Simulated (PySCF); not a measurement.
# C6H4S2: the cost of one run

Computed with PySCF 2.14.0 and routines of our own; the level stands in each step. Atoms count from 0.

## 1. The system as given

12 atoms, charge 0, multiplicity 1; geometry from: GFN2-xTB.

## 2. Geometry optimisation at PBE0/cc-pVDZ

Job settings and geometry (Å):

```
{"job": {"xc": "PBE0", "basis": "cc-pVDZ", "grid": 1, "kind": "geom"}, "charge": 0, "multiplicity": 1}
C     -2.230605     0.071411     0.392432
C     -1.505713    -0.997953    -0.021896
C     -0.142799    -0.661607    -0.159574
S      1.288807    -1.506447    -0.630759
C      2.230964    -0.071194    -0.396587
C      1.505470     0.997780     0.017510
C      0.142530     0.661204     0.153981
S     -1.288318     1.506756     0.625655
H     -3.284507     0.117485     0.582785
H     -1.915448    -1.971263    -0.218405
H      3.285117    -0.117579    -0.585787
H      1.915701     1.970721     0.214618
```

The run is started by

```sh
$ OMP_NUM_THREADS=1 python excited_run.py task.json out
```

This one command runs all jobs of the session in turn.

**Question.** How long does this first job take on 1 thread of Arm Neoverse V1, shared host, and how much memory does it need?

About 26 s, with a peak of 0.58 GiB.
